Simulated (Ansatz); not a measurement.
Predict the output of the script below (the Python package of Ansatz (0.2.0)).

Script `brclgahs_scan.py`:
```python
import ansatz as az
import numpy as np

GEOMETRY = '''
S    -1.46150    0.97310    0.30860
Ga    0.17160    0.15500   -0.82150
Cl   -0.28210   -1.98600   -0.84480
Br    2.42410    0.30210   -0.05980
H    -0.80210    0.48220    1.37600
'''

molecule = az.Crystal.molecule()
for line in GEOMETRY.strip().splitlines():
    symbol, *xyz = line.split()
    molecule = molecule.atom(symbol, [float(v) for v in xyz])

symbols = [site.symbol for site in molecule.cartesian_sites]
start = np.array([site.position_ang for site in molecule.cartesian_sites])
axis = (start[4] - start[0]) / np.linalg.norm(start[4] - start[0])
moving = [4]
lengths, energies = [1.186, 1.239, 1.293, 1.347, 1.401, 1.455, 1.509, 1.59], []
for length in lengths:
    xyz = start.copy()
    xyz[moving] += (length - np.linalg.norm(start[4] - start[0])) * axis
    point = az.Crystal.molecule()
    for symbol, xyz in zip(symbols, xyz):
        point = point.atom(symbol, xyz.tolist())
    job = (
        point.calculation()
        .basis(gaussian='def2-SVP')
        .functional('cam_b3lyp')
    )
    r = job.run(threads=1, pin='off').report
    energies.append(r['free_energy_ev'])
    print(f'r = {length:6.3f} A  E = {energies[-1]:.5f} eV  <S^2> = {abs(r["mean_field"]["state"]["spin_squared"]):.3f}')

fit = np.polynomial.Polynomial.fit(lengths, np.array(energies) - min(energies), 4).convert()
roots = [r.real for r in fit.deriv().roots() if abs(r.imag) < 1e-9 and fit.deriv(2)(r.real) > 0]
r_e = min(roots, key=lambda r: abs(r - lengths[int(np.argmin(energies))]))
print(f'minimum of the fit at {r_e:.4f} A, force constant {fit.deriv(2)(r_e):.2f} eV/A^2')
```

`python brclgahs_scan.py` gives:
```text
r =  1.186 A  E = -145785.81205 eV  <S^2> = 0.000
r =  1.239 A  E = -145786.09545 eV  <S^2> = 0.000
r =  1.293 A  E = -145786.25005 eV  <S^2> = 0.000
r =  1.347 A  E = -145786.30084 eV  <S^2> = 0.000
r =  1.401 A  E = -145786.27263 eV  <S^2> = 0.000
r =  1.455 A  E = -145786.18470 eV  <S^2> = 0.000
r =  1.509 A  E = -145786.05212 eV  <S^2> = 0.000
r =  1.590 A  E = -145785.79449 eV  <S^2> = 0.000
minimum of the fit at 1.3520 A, force constant 26.42 eV/A^2
```

Reading the output:
- Total energies depend on the basis set; only differences at equal settings carry meaning.
- The rest of the molecule is held rigid at a force-field or estimated start geometry, and the basis set is modest; single-reference methods fail as a bond breaks.
- The orbitals are restricted, so S² is zero by construction.
- Wall time of the script: 44 s on 1 thread of Arm Neoverse V2, with other jobs on the host, peak memory 0.37 GiB.

(Lines on the test bed's own set-up are left out of the output.)
